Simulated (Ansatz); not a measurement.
# In26BiP27: the cost of one run

Method: DFT, PBE, plane-wave PAW, default files, scalar-relativistic, as far as a step names no other, in Ansatz 0.2.0.

The COD entry's cell or inner coordinates are ideal or old and differ from later refinements, so a difference from it is no clean test against experiment.

**1. Starting point**

It takes space group F-43m (No. 216, cubic). Conventional cell: a = 17.583 Å, b = 17.583 Å, c = 17.583 Å, α = 90.00°, β = 90.00°, γ = 90.00°. Around Bi (site symmetry -43m) lie 4 P at 2.54 Å. In (site symmetry m) is surrounded by 4 P at 2.54 Å. In (site symmetry 3m) is surrounded by 4 P at 2.54 Å. Around In (site symmetry 2mm) lie 4 P at 2.54 Å. Around P (site symmetry 3m) lie 1 Bi at 2.54 Å and 3 In at 2.54 Å. P (site symmetry 2mm) is surrounded by 4 In at 2.54 Å. P (site symmetry m) is surrounded by 4 In at 2.54 Å. Only part of the 10 independent sites is listed.

Coordinates:

```
CELL_PARAMETERS angstrom
0.00000 8.79150 8.79150
8.79150 0.00000 8.79150
8.79150 8.79150 0.00000
ATOMIC_POSITIONS crystal
Bi 0.00000 0.00000 0.00000
In 0.00000 0.00000 0.33333
In 0.00000 0.00000 0.66667
In 0.00000 0.33333 0.00000
In 0.00000 0.33333 0.33333
In 0.00000 0.33333 0.66667
In 0.00000 0.66667 0.00000
In 0.00000 0.66667 0.33333
In 0.00000 0.66667 0.66667
In 0.33333 0.00000 0.00000
In 0.33333 0.00000 0.33333
In 0.33333 0.00000 0.66667
In 0.33333 0.33333 0.00000
In 0.33333 0.33333 0.33333
In 0.33333 0.33333 0.66667
In 0.33333 0.66667 0.00000
In 0.33333 0.66667 0.33333
In 0.33333 0.66667 0.66667
In 0.66667 0.00000 0.00000
In 0.66667 0.00000 0.33333
In 0.66667 0.00000 0.66667
In 0.66667 0.33333 0.00000
In 0.66667 0.33333 0.33333
In 0.66667 0.33333 0.66667
In 0.66667 0.66667 0.00000
In 0.66667 0.66667 0.33333
In 0.66667 0.66667 0.66667
P 0.08333 0.08333 0.08333
P 0.08333 0.08333 0.41667
P 0.08333 0.08333 0.75000
P 0.08333 0.41667 0.08333
P 0.08333 0.41667 0.41667
P 0.08333 0.41667 0.75000
P 0.08333 0.75000 0.08333
P 0.08333 0.75000 0.41667
P 0.08333 0.75000 0.75000
P 0.41667 0.08333 0.08333
P 0.41667 0.08333 0.41667
P 0.41667 0.08333 0.75000
P 0.41667 0.41667 0.08333
P 0.41667 0.41667 0.41667
P 0.41667 0.41667 0.75000
P 0.41667 0.75000 0.08333
P 0.41667 0.75000 0.41667
P 0.41667 0.75000 0.75000
P 0.75000 0.08333 0.08333
P 0.75000 0.08333 0.41667
P 0.75000 0.08333 0.75000
P 0.75000 0.41667 0.08333
P 0.75000 0.41667 0.41667
P 0.75000 0.41667 0.75000
P 0.75000 0.75000 0.08333
P 0.75000 0.75000 0.41667
P 0.75000 0.75000 0.75000
```

Atom 1 of the input is the impurity.

**2. Single point at the given positions**

input.yaml reads:

```yaml
crystal:
  lattice:
    - [0.0, 8.7915, 8.7915]
    - [8.7915, 0.0, 8.7915]
    - [8.7915, 8.7915, 0.0]
  atoms:
    - { symbol: Bi, position: [0.0, 0.0, 0.0] }
    - { symbol: In, position: [0.0, 0.0, 0.3333333333] }
    - { symbol: In, position: [0.0, 0.0, 0.6666666667] }
    - { symbol: In, position: [0.0, 0.3333333333, 0.0] }
    - { symbol: In, position: [0.0, 0.3333333333, 0.3333333333] }
    - { symbol: In, position: [0.0, 0.3333333333, 0.6666666667] }
    - { symbol: In, position: [0.0, 0.6666666667, 0.0] }
    - { symbol: In, position: [0.0, 0.6666666667, 0.3333333333] }
    - { symbol: In, position: [0.0, 0.6666666667, 0.6666666667] }
    - { symbol: In, position: [0.3333333333, 0.0, 0.0] }
    - { symbol: In, position: [0.3333333333, 0.0, 0.3333333333] }
    - { symbol: In, position: [0.3333333333, 0.0, 0.6666666667] }
    - { symbol: In, position: [0.3333333333, 0.3333333333, 0.0] }
    - { symbol: In, position: [0.3333333333, 0.3333333333, 0.3333333333] }
    - { symbol: In, position: [0.3333333333, 0.3333333333, 0.6666666667] }
    - { symbol: In, position: [0.3333333333, 0.6666666667, 0.0] }
    - { symbol: In, position: [0.3333333333, 0.6666666667, 0.3333333333] }
    - { symbol: In, position: [0.3333333333, 0.6666666667, 0.6666666667] }
    - { symbol: In, position: [0.6666666667, 0.0, 0.0] }
    - { symbol: In, position: [0.6666666667, 0.0, 0.3333333333] }
    - { symbol: In, position: [0.6666666667, 0.0, 0.6666666667] }
    - { symbol: In, position: [0.6666666667, 0.3333333333, 0.0] }
    - { symbol: In, position: [0.6666666667, 0.3333333333, 0.3333333333] }
    - { symbol: In, position: [0.6666666667, 0.3333333333, 0.6666666667] }
    - { symbol: In, position: [0.6666666667, 0.6666666667, 0.0] }
    - { symbol: In, position: [0.6666666667, 0.6666666667, 0.3333333333] }
    - { symbol: In, position: [0.6666666667, 0.6666666667, 0.6666666667] }
    - { symbol: P, position: [0.0833333333, 0.0833333333, 0.0833333333] }
    - { symbol: P, position: [0.0833333333, 0.0833333333, 0.4166666667] }
    - { symbol: P, position: [0.0833333333, 0.0833333333, 0.75] }
    - { symbol: P, position: [0.0833333333, 0.4166666667, 0.0833333333] }
    - { symbol: P, position: [0.0833333333, 0.4166666667, 0.4166666667] }
    - { symbol: P, position: [0.0833333333, 0.4166666667, 0.75] }
    - { symbol: P, position: [0.0833333333, 0.75, 0.0833333333] }
    - { symbol: P, position: [0.0833333333, 0.75, 0.4166666667] }
    - { symbol: P, position: [0.0833333333, 0.75, 0.75] }
    - { symbol: P, position: [0.4166666667, 0.0833333333, 0.0833333333] }
    - { symbol: P, position: [0.4166666667, 0.0833333333, 0.4166666667] }
    - { symbol: P, position: [0.4166666667, 0.0833333333, 0.75] }
    - { symbol: P, position: [0.4166666667, 0.4166666667, 0.0833333333] }
    - { symbol: P, position: [0.4166666667, 0.4166666667, 0.4166666667] }
    - { symbol: P, position: [0.4166666667, 0.4166666667, 0.75] }
    - { symbol: P, position: [0.4166666667, 0.75, 0.0833333333] }
    - { symbol: P, position: [0.4166666667, 0.75, 0.4166666667] }
    - { symbol: P, position: [0.4166666667, 0.75, 0.75] }
    - { symbol: P, position: [0.75, 0.0833333333, 0.0833333333] }
    - { symbol: P, position: [0.75, 0.0833333333, 0.4166666667] }
    - { symbol: P, position: [0.75, 0.0833333333, 0.75] }
    - { symbol: P, position: [0.75, 0.4166666667, 0.0833333333] }
    - { symbol: P, position: [0.75, 0.4166666667, 0.4166666667] }
    - { symbol: P, position: [0.75, 0.4166666667, 0.75] }
    - { symbol: P, position: [0.75, 0.75, 0.0833333333] }
    - { symbol: P, position: [0.75, 0.75, 0.4166666667] }
    - { symbol: P, position: [0.75, 0.75, 0.75] }
kpoints:
  mp_grid: { grid: [2, 2, 2] }
scf:
  occupations: { method: fermi_dirac, width: 0.01 }
hamiltonian:
  xc: pbe
  pseudopotentials: { kind: paw }
output:
  forces: true
  stress: true
  populations: true
  efg:
    quadrupole_moments_barn: { Bi: -0.516, In: 0.772 }
    contact_densities: true
  write_density: true
  write_potential: true
  elf: true
  volumetric_format: npy
```

Started as:

```bash
$ ansatz run input.yaml --threads 4 --pin off --max-ram 8192MiB --backend cpu --events-out ev --progress --plain --runs-dir out
```

**Question.** How long does this run take on 4 threads of Arm Neoverse V1, shared host, and how much memory does it need?

About 70 s, with a peak of 5.9 GiB.
